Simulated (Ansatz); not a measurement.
# CaZr3N2: further runs on a relaxed guess

The task, for CaZr3N2: see whether it has a gap, which orbitals make up the states near it and how charge is shared.

Computed with Ansatz 0.2.0 (DFT PBE, scalar-relativistic, plane waves, PAW, unless a step's input says otherwise).

**1. The system as given**

The structure is hexagonal, space group P6/mmm (No. 191). Conventional cell: a = 6.135 Å, b = 6.135 Å, c = 3.128 Å, α = 90.00°, β = 90.00°, γ = 120.00°. Ca (site symmetry 6/mmm) has 2 Ca at 3.13 Å and 12 Zr at 3.44 Å and 6 N at 3.54 Å as nearest neighbours. Zr (site symmetry mmm) is surrounded by 4 N at 2.36 Å. N (site symmetry -6m2) has 6 Zr at 2.36 Å as nearest neighbours.

Coordinates:

```xyz
6
Lattice="6.1352 0.0000 0.0000 -3.0676 5.3132 0.0000 0.0000 0.0000 3.1277" Properties=species:S:1:pos:R:3 pbc="T T T"
Ca    0.0000    0.0000    0.0000
Zr    3.0676    0.0000    1.5639
Zr    1.5338    2.6566    1.5639
Zr   -1.5338    2.6566    1.5639
N     0.0000    3.5422    0.0000
N     3.0676    1.7711    0.0000
```

It is the end of an earlier relaxation with the same method, from a database cell with other species swapped in; it needn't be the stable form of this composition. At a tolerance of 0.05 Å it has space group P6/mmm (No. 191); it has 16.99 Å³/atom, an uncorrected energy of -0.70 eV/atom over the elements.

**2. Static run: bands, density of states and charges**

input.yaml reads:

```yaml
crystal:
  lattice:
    - [6.1352089697, 0.0, 0.0]
    - [-3.0676044849, 5.3132468253, 0.0]
    - [0.0, 0.0, 3.1277051413]
  atoms:
    - { symbol: Ca, position: [0.0, 0.0, 0.0] }
    - { symbol: Zr, position: [0.5, 0.0, 0.5] }
    - { symbol: Zr, position: [0.5, 0.5, 0.5] }
    - { symbol: Zr, position: [0.0, 0.5, 0.5] }
    - { symbol: "N", position: [0.3333333333, 0.6666666667, 0.0] }
    - { symbol: "N", position: [0.6666666667, 0.3333333333, 0.0] }
basis:
  ecutwfc: 420
kpoints:
  mp_grid: { grid: [6, 6, 12] }
  band_path:
    path:
      - [[0.0, 0.0, 0.0], [0.5, 0.0, 0.0], [0.33333333, 0.33333333, 0.0], [0.0, 0.0, 0.0], [0.0, 0.0, 0.5], [0.5, 0.0, 0.5], [0.33333333, 0.33333333, 0.5], [0.0, 0.0, 0.5]]
      - [[0.5, 0.0, 0.5], [0.5, 0.0, 0.0]]
      - [[0.33333333, 0.33333333, 0.5], [0.33333333, 0.33333333, 0.0]]
    npoints: 14
hamiltonian:
  xc: pbe
scf:
  occupations: { method: gaussian, width: 0.1 }
  n_extra_bands: 15
output:
  forces: true
  stress: true
  eigenvalues: true
  populations: true
  dos: { projected: true, de: 0.02, nscf_kmesh: { grid: [8, 8, 15] } }
  bader: true
```

Launch:

```console
$ ansatz run input.yaml --threads 1 --pin off --max-ram 2560MiB --backend cpu --events-out ev --progress --plain --runs-dir out
```

**Question.** What will these runs give? Wanted: gap; states at the Fermi level; Bader charges.

**Answer**, as computed:

| quantity | value |
| --- | --- |
| gap | none (metal) |
| states at the Fermi level | 6.37 per eV per cell |
| Bader charges | Ca +1.06, Zr +0.89, N -1.86 e |

In words: It comes out metallic. Of the projected weight within 0.25 eV of the Fermi level, the largest part is Zr 4d (81 %). Charge transfer between the atoms is strong (Bader charges up to 1.9 e).
